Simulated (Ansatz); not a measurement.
# NbSb: the cost of one run

Computed with Ansatz 0.2.0 (DFT PBE, scalar-relativistic, plane waves, PAW, unless a step's input says otherwise).

**1. The system as given**

It takes space group P-3m1 (No. 164, trigonal). Conventional cell: a = 3.643 Å, b = 3.643 Å, c = 21.000 Å, α = 90.00°, β = 90.00°, γ = 120.00°. Around Nb (site symmetry 3m) lie 3 Sb at 2.88 Å. Sb (site symmetry 3m) has 3 Nb at 2.88 Å as nearest neighbours.

Structure file:

```
CELL_PARAMETERS angstrom
3.64334 0.00000 0.00000
-1.82167 3.15523 0.00000
0.00000 0.00000 21.00000
ATOMIC_POSITIONS crystal
Nb 0.33333 0.66667 0.43842
Nb 0.66667 0.33333 0.56158
Sb 0.66667 0.33333 0.34452
Sb 0.33333 0.66667 0.65548
```

Recipe of the guess: species swapped into a sheet modelled on a layer of YI, with Sb on the I sites and Nb on the Y sites. Lengths come from tabulated atomic sizes and are only a guess.

It is a sheet, periodic along a and b, with vacuum along c; volumes and pressures of the box carry no meaning, and space groups named for it are those of the box.

**2. Probe: one point on a coarse mesh**

Input file input.yaml:

```yaml
crystal:
  lattice:
    - [3.64334384, 0.0, 0.0]
    - [-1.82167192, 3.15522833, 0.0]
    - [0.0, 0.0, 21.0]
  atoms:
    - { symbol: Nb, position: [0.33333333, 0.66666667, 0.43842338] }
    - { symbol: Nb, position: [0.66666667, 0.33333333, 0.56157662] }
    - { symbol: Sb, position: [0.66666667, 0.33333333, 0.34452421] }
    - { symbol: Sb, position: [0.33333333, 0.66666667, 0.65547579] }
  periodic: [true, true, false]
basis:
  ecutwfc: 420
kpoints:
  mp_grid: { grid: [6, 6, 1] }
hamiltonian:
  xc: pbe
scf:
  occupations: { method: gaussian, width: 0.1 }
  lower_state_search: "off"
output:
  forces: true
  stress: true
  eigenvalues: true
```

Started as:

```console
$ ansatz run input.yaml --threads 1 --pin off --max-ram 2048MiB --backend cpu --events-out ev --progress --plain --runs-dir out
```

**Question.** How long does this run take on 1 thread of AMD EPYC 7R43 (Zen 3), shared host, and how much memory does it need?

About 7.5 s, with a peak of 0.63 GiB.
